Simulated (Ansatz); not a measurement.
**LiSb3 under changes of volume**

One of the cells (25.643 Å³/atom); the others are scaled copies at fixed shape and fractional positions:

```
Sb Li
1.0
     4.68102    0.00000    0.00000
     0.00000    4.68102    0.00000
     0.00000    0.00000    4.68102
Sb Li
3 1
Direct
  0.50000 0.50000 0.00000
  0.00000 0.50000 0.50000
  0.50000 0.00000 0.50000
  0.00000 0.00000 0.00000
```

The cell comes from a database or a generator and needn't be the stable form of this composition.

* Program: Ansatz 0.2.0
* Functional: PBE
* Potentials or basis: Ansatz PAW
* Cutoff: 420 eV (not typed: the program's choice for these potentials)
* k mesh: 6 × 6 × 6
* Occupations: fermi-dirac, width 0.05 eV
* Spin: no spin polarisation

```csv
volume (Å³/atom),energy over the lowest point (meV/atom),pressure (GPa)
24.104,18.99,3.9
24.617,8.79,2.5
25.130,2.61,1.3
25.643,0.00,0.3
26.155,?,?
26.668,4.09,-1.5
27.181,10.20,-2.3
```

**Question.** What does the run at 26.155 Å³/atom give?

**Answer.** Energy over the lowest point 0.61 meV/atom; pressure -0.7 GPa.

Worked out: A Birch-Murnaghan fit of order 3 (a polynomial in V^(-2/3)) to the other rows has its minimum at 25.80 Å³/atom with B0 = V·E''(V) = 49 GPa and B' = 4.4. It gives 0.60 meV/atom at 26.155 Å³/atom, against the run's 0.61, and -dE/dV = -0.7 GPa, against -0.7.

Energies are extrapolated to zero smearing.
